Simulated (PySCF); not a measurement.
# The bond of KMg, level by level

One job finds the state of KMg, follows it along the bond with each method and fits the curves.

The runs use PySCF 2.14.0; K 3-21G, Mg 3-21G, no relativity.

### 1 Input

The job is set up so:

| Property | Result |
| --- | --- |
| atoms | K, Mg |
| charge | 0 |
| basis | K 3-21G, Mg 3-21G |
| Hamiltonian | no relativity |
| basis functions | 30 |
| electrons treated | 31 |
| masses in u | 38.9637, 23.9850 |
| levels | PBE0, PBE, r²SCAN, M06-2X, r²SCANh, BP86, CAM-B3LYP, HF, MP2, SCS-MP2, CCSD, CCSD(T) |
| grid | 80 radial by 434 angular points |
| occupations | held fixed by the projection of orbital angular momentum |
| dissociation limit | K + Mg, each in its ground configuration |
| starting distance in angstrom | 3.300 |
| values of 2S to try | 1, 3 |

The run is started by

```console
$ OMP_NUM_THREADS=1 python dia.py task.json out
```

The runs that follow: First curve: PBE0; Excited determinants; PBE (GGA); r²SCAN (meta-GGA); M06-2X; r²SCANh; BP86 (GGA); CAM-B3LYP (range-separated hybrid); ROHF (mean field); Adding correlation.

What does the calculation give? Wanted: for each run, Re; ωe; De; μ.

The runs gave:

Lowest PBE0 solution found, without spin–orbit coupling: ²Σ⁺ (doublet), unpaired electrons σ ↑. State 3 has its PBE0 minimum 2.41 eV higher. The other levels ran on the lowest alone.

```tsv
level	Re (Å)	ωe (cm⁻¹)	De (eV)	μ (D)
PBE	3.983	81.1	0.214	-1.70
BP86	4.034	76.3	0.185	-1.71
r²SCAN	4.036	80.2	0.227	-2.36
r²SCANh	4.043	79.0	0.218	-2.34
PBE0	4.033	76.9	0.182	-1.73
M06-2X	3.878	85.6	0.213	-0.79
CAM-B3LYP	4.209	56.1	0.084	-0.65
```

De is counted to K + Mg in their ground configurations. A positive dipole means K(−)Mg(+). No constants: ROHF (no minimum is bracketed among the points kept); ROHF-MP2 (no minimum is bracketed among the points kept); ROHF-SCS-MP2 (no minimum is bracketed among the points kept); ROHF-CCSD (no minimum is bracketed among the points kept); ROHF-CCSD(T) (no minimum is bracketed among the points kept).

Bond lengths run from 3.878 Å (M06-2X) to 4.209 Å (CAM-B3LYP). Of the levels with a De here, CAM-B3LYP gives the least (0.084 eV) and r²SCAN the most (0.227 eV).

Correlated steps freeze 6 core orbitals. The basis is very small, so these numbers show the basis as much as the molecule. The bond is weak, and basis-set superposition, which was not computed, may be a sizeable part of it.
